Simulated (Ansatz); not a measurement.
# Ge: the cost of one run

Computed with the Python package of Ansatz 0.2.0. Level of theory: DFT r2SCAN, plane waves, norm-conserving potentials.

## 1. Starting point

Symmetry: Cmmm, No. 65, orthorhombic system. The conventional cell has a = 2.794 Å, b = 5.201 Å, c = 2.698 Å, α = 90.00°, β = 90.00°, γ = 90.00°. Ge (site symmetry mmm) has 8 Ge at 2.70 to 2.95 Å as nearest neighbours.

No structure file is read: the coordinates are typed or built in the script.

## 2. The code

Input file strain_ge.py:

```python
"""Energy of Ge under rhombohedral strain, ions carried with the cell."""

import logging
import sys

import ansatz as az
import numpy as np

logging.basicConfig(stream=sys.stdout, format="%(levelname)s:%(name)s:%(message)s")
log = logging.getLogger("run")
log.setLevel(logging.INFO)

vectors0 = np.array([
    [1.397149, -2.600516, 0.0],
    [1.397149, 2.600516, 0.0],
    [0.0, 0.0, 2.698231],
])
sites = [
    ("Ge", [0.5, 0.5, 0.0]),
]


def build(cell):
    crystal = az.Crystal(lattice=az.Lattice.of(cell))
    for symbol, position in sites:
        crystal = crystal.atom(symbol, position)
    return crystal

# clamped ions: the fractional positions stay as typed
values = np.linspace(-0.03, 0.03, 5)
energies = []
for d in values:
    strain = d / 2 * (np.ones((3, 3)) - np.eye(3))
    cell = vectors0 @ (np.eye(3) + strain)
    calc = (
        build(cell).calculation()
        .occupations("fermi_dirac", width=0.1)
        .pseudopotentials("nc")
        .mixing("msr1")
        .scf(max_iterations=100)
        .functional(az.Functional.R2SCAN)
        .eigensolver("davidson", mixed_precision=False)
        .kpoints(14, 14, 13)
    )
    data = calc.run(threads=1).report
    energies.append(data["free_energy_ev"] / len(sites))
    log.info(f"d = {d:+.4f}  F = {energies[-1]:.5f} eV/atom")
energies = np.array(energies)

for value, e in zip(values, energies):
    log.info(f"strain {value:7.3f}   E - Emin = {1000 * (e - energies.min()):9.3f} meV/atom")
curvature = 2 * np.polyfit(values, energies, 3)[1]
volume = abs(np.linalg.det(vectors0)) / len(sites)
log.info(f"d2E/dd2 over the volume: {curvature / volume * 160.21766:.1f} GPa")
```

## 3. Running it

Launch:

```
$ python strain_ge.py
```

**Question.** How long does this script take on 1 thread of Arm Neoverse V2, shared host, and how much memory does it need?

About 6.9 min, with a peak of 0.95 GiB.
